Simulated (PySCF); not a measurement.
Runs of PySCF 2.14.0 on FC2SeH. The cell holds a molecule in a box, 5 atoms: a = 12.000 Å, b = 12.000 Å, c = 12.000 Å, α = 90.00°, β = 90.00°, γ = 90.00°. 

```csv
task,level,three-body dispersion term,conv_tol,grid for exchange and correlation,frozen core bands,exxdiv,gap on the mesh (eV)
atomic charges,MN15-L+D3,no,1e-07 Ha,"Becke, atom-centred",-,-,3.23
atomic charges,HLE16,-,1e-07 Ha,"Becke, atom-centred",-,-,2.57
excitation energies (Tamm-Dancoff),PBE0,-,1e-08 Ha,"Becke, atom-centred",12,ewald,4.64
MP2 correlation energy,HF,-,1e-08 Ha,-,12,ewald,11.00
atomic charges,rSCAN+D4,yes,1e-07 Ha,"Becke, atom-centred",-,-,(b)
atomic charges,TM,-,1e-07 Ha,"Becke, atom-centred",-,-,(a)
```

Alike in all rows: potentials or basis def2-svp (all-electron); no spin polarisation; cell as given; k mesh 1 × 1 × 1; smearing fixed.

Problem. Fill in the values left out.

Solution. (a) 2.71; (b) 2.79.

Caveats: this is a molecule in a periodic box at the Γ point, so its band gap is the HOMO-LUMO gap; relativity is left out, which matters for the heavier elements; the basis of atomic orbitals isn't converged, which shifts pressures, moduli and gaps; the basis is small and the box finite, so much correlation energy is missing and levels can be off by tenths of an eV (some runs); the iterative solver can pass over a root and still report convergence (some runs).

A k mesh can miss the band edges, and the runs leave out spin-orbit coupling on Se.

Not every run made on this cell is shown here.
